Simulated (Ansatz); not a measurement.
**C₃H₁₀Si₂: one species, many methods**

One table from this session's results is given with a row withheld; the runs are named, their logs left out.

Program: Ansatz 0.2.0, Gaussian basis. Level of theory: functionals in def2-TZVPP, the program's frozen cores in correlated methods. These are calculated values, not measurements.

The runs, in order: PBE-D4, r2SCAN-D4, PBE0-D4, B3LYP-D4, ωB97X-V, ωB97M-V, B2PLYP; CCSD(T)/def2-TZVPP; MP2/def2-QZVPP; extrapolation to the limit.

### Structure used throughout

An earlier PBE0-D4 in a triple-zeta def2 set relaxation fixed the geometry.

SMILES `[SiH3]C[SiH]1CC1`, 15 atoms, charge 0, spin multiplicity 1.

Atoms are counted from 1 here; the program's logs count them from 0.

Bond lengths: Si1–C2 1.874 Å, Si1–H6 1.486 Å, Si1–H7 1.489 Å, Si1–H8 1.488 Å, C2–Si3 1.863 Å, C2–H9 1.095 Å, C2–H10 1.095 Å, Si3–C4 1.843 Å, Si3–C5 1.843 Å, Si3–H11 1.480 Å, C4–C5 1.552 Å, C4–H12 1.086 Å, C4–H13 1.085 Å, C5–H14 1.085 Å, C5–H15 1.086 Å. Angles: C2–Si1–H6 110.0°, C2–Si1–H7 111.2°, C2–Si1–H8 110.2°, H6–Si1–H7 108.6°, H6–Si1–H8 108.5°, H7–Si1–H8 108.3°, Si1–C2–Si3 113.4°, Si1–C2–H9 108.9°, Si1–C2–H10 109.4°, Si3–C2–H9 108.4°, Si3–C2–H10 109.3°, H9–C2–H10 107.2°, C2–Si3–C4 121.5°, C2–Si3–C5 120.2°, C2–Si3–H11 114.1°, C4–Si3–C5 49.8°, C4–Si3–H11 118.3°, C5–Si3–H11 118.1° and more.

The first run:

The input, in.yaml:

```yaml
crystal:
  periodic: [false, false, false]
  atoms:
    - {symbol: Si, position_ang: [-0.300926, 2.100783, 1.212802]}
    - {symbol: C, position_ang: [0.296595, 0.325019, 1.249707]}
    - {symbol: Si, position_ang: [0.710764, -0.351834, -0.435840]}
    - {symbol: C, position_ang: [0.253801, -2.069575, -0.924195]}
    - {symbol: C, position_ang: [-0.628783, -0.955630, -1.548238]}
    - {symbol: H, position_ang: [-1.598981, 2.184794, 0.493447]}
    - {symbol: H, position_ang: [-0.484882, 2.634701, 2.590075]}
    - {symbol: H, position_ang: [0.687713, 2.960127, 0.507015]}
    - {symbol: H, position_ang: [-0.484090, -0.302543, 1.691705]}
    - {symbol: H, position_ang: [1.177153, 0.250535, 1.896184]}
    - {symbol: H, position_ang: [1.908034, 0.259643, -1.055259]}
    - {symbol: H, position_ang: [-0.237638, -2.717734, -0.204825]}
    - {symbol: H, position_ang: [0.884833, -2.621271, -1.613680]}
    - {symbol: H, position_ang: [-0.546152, -0.825547, -2.622310]}
    - {symbol: H, position_ang: [-1.659340, -0.922167, -1.207288]}
basis:
  gaussian: {orbitals: def2-TZVPP}
hamiltonian: {xc: pbe, dispersion: d4}
output: {forces: true, orbitals: {seedname: orbitals}}
```

Started as:

```
> ansatz run in.yaml --threads 4 --pin off --events-out ev --progress --plain --max-ram 10444MiB
```

Among the steps run: PBE-D4 (GGA); r2SCAN-D4 (meta-GGA); PBE0-D4 (hybrid); B3LYP-D4 (hybrid); ωB97X-V (range-separated); ωB97M-V (range-separated); B2PLYP (double hybrid); CCSD(T) in def2-TZVPP; MP2 in def2-QZVPP.

One of the session's tables, all rows but one given; the rest of the session is left out.

It belongs to the step «Atomisation energies». 

```
            method  atomisation energy (kJ/mol)
            PBE-D4                       5404.3
         r2SCAN-D4                       5377.4
           PBE0-D4                            ?
          B3LYP-D4                       5357.9
           ωB97X-V                       5389.6
           ωB97M-V                       5379.7
            B2PLYP                       5296.9
     HF/def2-TZVPP                       4056.9
    MP2/def2-TZVPP                       5265.5
   CCSD/def2-TZVPP                       5178.1
CCSD(T)/def2-TZVPP                       5239.0
           MP2/CBS                       5388.0
       CCSD(T)/CBS                       5361.5
```

Q: Estimate the row for PBE0-D4 from the others.

The run gave: atomisation energy (kJ/mol): 5369.4. In the column «atomisation energy (kJ/mol)» it lies between CCSD(T)/CBS (5361.5) and r2SCAN-D4 (5377.4).
